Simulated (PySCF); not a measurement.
# [PbCl3]−: forces at shaken geometries

How stiff is [PbCl3]−? Its atoms are displaced at random by several amounts. The structure is generated, not taken from experiment.

The runs use PySCF 2.14.0; PBE, Pb def2-SVP with ECP60, Cl def2-SVP; scalar-relativistic core potentials, no spin–orbit coupling.

2 further runs of the same task are left out: 2 for a known fault of the program.

## Step 1: The starting structure

4 atoms, charge -1, spin multiplicity 1.

Bond lengths: Pb1–Cl2 2.616 Å, Pb1–Cl3 2.616 Å, Pb1–Cl4 2.616 Å. Angles: Cl2–Pb1–Cl3 101.9°, Cl2–Pb1–Cl4 101.9°, Cl3–Pb1–Cl4 101.9°.

Geometry (Å):

| atom | x (Å) | y (Å) | z (Å) |
| --- | --- | --- | --- |
| Pb1 | 0.0000 | 0.0000 | 0.5001 |
| Cl2 | 2.3462 | 0.0000 | -0.6576 |
| Cl3 | -1.1731 | 2.0319 | -0.6576 |
| Cl4 | -1.1731 | -2.0319 | -0.6576 |

Formal oxidation states: Pb +2. An earlier session relaxed this geometry at PBE, Pb def2-SVP with ECP60, Cl def2-SVP (singlet, point group C3v).

Its energy there is -1572.748302 Eh.

## Step 2: Atoms moved at random, σ = 0.06 Å

run.py (the lines that set the calculation)

```python
mol = gto.M(atom='''
Pb    -0.04623    -0.09448     0.50632
Cl     2.30041     0.03549    -0.74201
Cl    -1.10759     2.10500    -0.63911
Cl    -1.14658    -2.04601    -0.59793''',
    basis={'Pb': 'def2-SVP', 'Cl': 'def2-SVP'},
    ecp={'Pb': 'def2-SVP'},
    charge=-1, spin=0)
mf = dft.RKS(mol, xc='PBE')
mf.grids.atom_grid = (50, 194)
mf = mf.density_fit()  # fitting sets: Pb def2-universal-JKFIT, Cl def2-universal-JKFIT
mf.conv_tol = 1e-08; mf.max_cycle = 55
mf.kernel(dm0)  # dm0: the density of the relaxed state
```

Run with:

```bash
> OMP_NUM_THREADS=2 python run.py
```

The program printed:

```text
init E= -1572.74925256826
  HOMO = -0.056816431803162  LUMO = 0.0937878023990727  gap/eV = 4.09815
cycle= 1 E= -1572.74166570174  delta_E= 0.00759  |g|= 0.077  |ddm|= 0.25
  HOMO = -0.0443901929843886  LUMO = 0.0962095131756572  gap/eV = 3.82591
cycle= 2 E= -1572.73557387908  delta_E= 0.00609  |g|= 0.151  |ddm|= 0.403
  HOMO = -0.0538338422871711  LUMO = 0.0960722874746941  gap/eV = 4.07915
cycle= 3 E= -1572.74427593239  delta_E= -0.0087  |g|= 0.0126  |ddm|= 0.243
  HOMO = -0.0536462532566585  LUMO = 0.095452507756489  gap/eV = 4.05718
cycle= 4 E= -1572.74432350142  delta_E= -4.76e-05  |g|= 0.0064  |ddm|= 0.0264
  HOMO = -0.0539118581608926  LUMO = 0.0956298653206961  gap/eV = 4.06924
cycle= 5 E= -1572.74433863594  delta_E= -1.51e-05  |g|= 0.00105  |ddm|= 0.0104
  HOMO = -0.053916256751395  LUMO = 0.0956122341106557  gap/eV = 4.06888
cycle= 6 E= -1572.74433902268  delta_E= -3.87e-07  |g|= 0.000193  |ddm|= 0.00181
  HOMO = -0.0539133591600838  LUMO = 0.0956186435710999  gap/eV = 4.06897
cycle= 7 E= -1572.74433903609  delta_E= -1.34e-08  |g|= 5.01e-05  |ddm|= 0.00029
  HOMO = -0.0539123165247941  LUMO = 0.0956185861239016  gap/eV = 4.06894
cycle= 8 E= -1572.74433903675  delta_E= -6.56e-10  |g|= 2.63e-05  |ddm|= 0.000111
  HOMO = -0.0539124971298169  LUMO = 0.0956197107127676  gap/eV = 4.06898
Extra cycle  E= -1572.74433903607  delta_E= 6.78e-10  |g|= 5.01e-05  |ddm|= 0.000123
converged SCF energy = -1572.74433903607
```

It took 2 s on 2 threads of Arm Neoverse V1, shared host.

It gives: E = -1572.744339 Eh (+0.108 eV from the relaxed state), HOMO -1.47 eV, LUMO 2.60 eV, Mulliken charge on Pb1 +0.42 e, largest force component 1.325 eV/Å. 

```csv
atom,Fx,Fy,Fz (eV/Å)
Pb1,0.686,1.325,0.149
Cl2,-0.236,-0.108,0.182
Cl3,0.036,-0.426,0.200
Cl4,-0.487,-0.792,-0.531
```

## Step 3: Atoms moved at random, σ = 0.03 Å

run.py (the lines that set the calculation): that of step 2 with these lines changed.

```diff
@@ -1,6 +1,6 @@
 mol = gto.M(atom='''
-Pb    -0.04623    -0.09448     0.50632
-Cl     2.30041     0.03549    -0.74201
-Cl    -1.10759     2.10500    -0.63911
-Cl    -1.14658    -2.04601    -0.59793''',
+Pb    -0.04507    -0.02169     0.48747
+Cl     2.41554    -0.02006    -0.63267
+Cl    -1.16736     2.03883    -0.68735
+Cl    -1.20312    -1.99708    -0.64017''',
     basis={'Pb': 'def2-SVP', 'Cl': 'def2-SVP'},
```

Run with:

```bash
> OMP_NUM_THREADS=2 python run.py
```

The program printed:

```text
init E= -1572.74608223039
  HOMO = -0.0581742197539882  LUMO = 0.0894884943018423  gap/eV = 4.01811
cycle= 1 E= -1572.74553976117  delta_E= 0.000542  |g|= 0.0571  |ddm|= 0.172
  HOMO = -0.0462460899462745  LUMO = 0.093004516709133  gap/eV = 3.78920
cycle= 2 E= -1572.74174816948  delta_E= 0.00379  |g|= 0.116  |ddm|= 0.308
  HOMO = -0.0547703617335823  LUMO = 0.0925285469372548  gap/eV = 4.00821
cycle= 3 E= -1572.74699306239  delta_E= -0.00524  |g|= 0.00932  |ddm|= 0.19
  HOMO = -0.0547728401343275  LUMO = 0.0919841214132822  gap/eV = 3.99346
cycle= 4 E= -1572.74702032616  delta_E= -2.73e-05  |g|= 0.00381  |ddm|= 0.018
  HOMO = -0.0549240576589979  LUMO = 0.0920847749347821  gap/eV = 4.00031
cycle= 5 E= -1572.7470255409  delta_E= -5.21e-06  |g|= 0.000922  |ddm|= 0.00647
  HOMO = -0.0549243918954096  LUMO = 0.0920739064440058  gap/eV = 4.00003
cycle= 6 E= -1572.74702586857  delta_E= -3.28e-07  |g|= 0.00014  |ddm|= 0.00167
  HOMO = -0.0549281806433988  LUMO = 0.0920749737298839  gap/eV = 4.00016
cycle= 7 E= -1572.74702587523  delta_E= -6.66e-09  |g|= 4.22e-05  |ddm|= 0.000222
  HOMO = -0.0549256929902436  LUMO = 0.0920760138773536  gap/eV = 4.00012
Extra cycle  E= -1572.74702587365  delta_E= 1.58e-09  |g|= 7.8e-05  |ddm|= 0.000191
converged SCF energy = -1572.74702587365
```

It took 1.8 s on 2 threads of Arm Neoverse V1, shared host.

Read off: E = -1572.747026 Eh (+0.035 eV from the relaxed state), HOMO -1.49 eV, LUMO 2.51 eV, Mulliken charge on Pb1 +0.43 e, largest force component 0.641 eV/Å. 

| atom | Fx | Fy | Fz (eV/Å) |
| --- | --- | --- | --- |
| Pb1 | 0.641 | 0.453 | 0.025 |
| Cl2 | -0.432 | -0.027 | 0.204 |
| Cl3 | -0.003 | -0.061 | 0.017 |
| Cl4 | -0.205 | -0.364 | -0.246 |

## Step 4: Atoms moved at random, σ = 0.15 Å

run.py (the lines that set the calculation): that of step 3 with these lines changed.

```diff
@@ -1,6 +1,6 @@
 mol = gto.M(atom='''
-Pb    -0.04507    -0.02169     0.48747
-Cl     2.41554    -0.02006    -0.63267
-Cl    -1.16736     2.03883    -0.68735
-Cl    -1.20312    -1.99708    -0.64017''',
+Pb     0.01328     0.14518     0.54526
+Cl     2.53984     0.02205    -0.84014
+Cl    -1.24876     2.01322    -0.55220
+Cl    -1.30436    -2.18045    -0.62564''',
     basis={'Pb': 'def2-SVP', 'Cl': 'def2-SVP'},
```

Run with:

```bash
> OMP_NUM_THREADS=2 python run.py
```

The program printed:

```text
init E= -1572.70736971227
  HOMO = -0.0921918584753742  LUMO = 0.0412196862663925  gap/eV = 3.63031
cycle= 1 E= -1572.71427832543  delta_E= -0.00691  |g|= 0.191  |ddm|= 0.59
  HOMO = -0.0160570471145136  LUMO = 0.0721495081097523  gap/eV = 2.40022
cycle= 2 E= -1572.66146803857  delta_E= 0.0528  |g|= 0.412  |ddm|= 1.03
  HOMO = -0.0561427459356638  LUMO = 0.0716435462110603  gap/eV = 3.47724
cycle= 3 E= -1572.72872968451  delta_E= -0.0673  |g|= 0.0756  |ddm|= 0.69
  HOMO = -0.0537099671793254  LUMO = 0.0659913476018607  gap/eV = 3.25724
cycle= 4 E= -1572.73071508183  delta_E= -0.00199  |g|= 0.0233  |ddm|= 0.137
  HOMO = -0.0556501280326863  LUMO = 0.0660502321798983  gap/eV = 3.31164
cycle= 5 E= -1572.73090016853  delta_E= -0.000185  |g|= 0.0062  |ddm|= 0.0396
  HOMO = -0.0556707080620366  LUMO = 0.0660939815003756  gap/eV = 3.31339
cycle= 6 E= -1572.73091376931  delta_E= -1.36e-05  |g|= 0.00124  |ddm|= 0.011
  HOMO = -0.0557502221040438  LUMO = 0.0661359294245506  gap/eV = 3.31669
cycle= 7 E= -1572.73091439661  delta_E= -6.27e-07  |g|= 0.000283  |ddm|= 0.00196
  HOMO = -0.0557249916055586  LUMO = 0.0661444539403415  gap/eV = 3.31624
cycle= 8 E= -1572.73091442426  delta_E= -2.76e-08  |g|= 0.000116  |ddm|= 0.000601
  HOMO = -0.0557348049145716  LUMO = 0.0661463371429914  gap/eV = 3.31655
cycle= 9 E= -1572.73091442944  delta_E= -5.18e-09  |g|= 1.2e-05  |ddm|= 0.000197
  HOMO = -0.0557337207254241  LUMO = 0.0661445417881706  gap/eV = 3.31648
Extra cycle  E= -1572.73091442938  delta_E= 5.93e-11  |g|= 1.74e-05  |ddm|= 4.48e-05
converged SCF energy = -1572.73091442938
```

It took 2.1 s on 2 threads of Arm Neoverse V1, shared host.

Read off: E = -1572.730914 Eh (+0.473 eV from the relaxed state), HOMO -1.52 eV, LUMO 1.80 eV, Mulliken charge on Pb1 +0.45 e, largest force component 1.684 eV/Å. 

```
atom      Fx      Fy  Fz (eV/Å)
 Pb1   0.794  -1.684     -0.839
 Cl2  -1.018   0.127      0.607
 Cl3  -0.294   0.557     -0.312
 Cl4   0.518   1.000      0.544
```

## Step 5: The displacements side by side

| σ (Å) | energy rise (eV) | harmonic estimate −½ F·u (eV) | largest force component (eV/Å) |
| --- | --- | --- | --- |
| 0.06 | 0.108 | 0.111 | 1.32 |
| 0.03 | 0.035 | 0.038 | 0.64 |
| 0.15 | 0.473 | 0.399 | 1.68 |

Every displacement raises the energy. For a harmonic well the rise equals −½ F·u; the two differ by at most 16 % here (a move with σ = 0.15 Å), from anharmonicity, the grid and the small forces left at the relaxed point. The bases are small and lack diffuse functions. Spin–orbit coupling is left out.
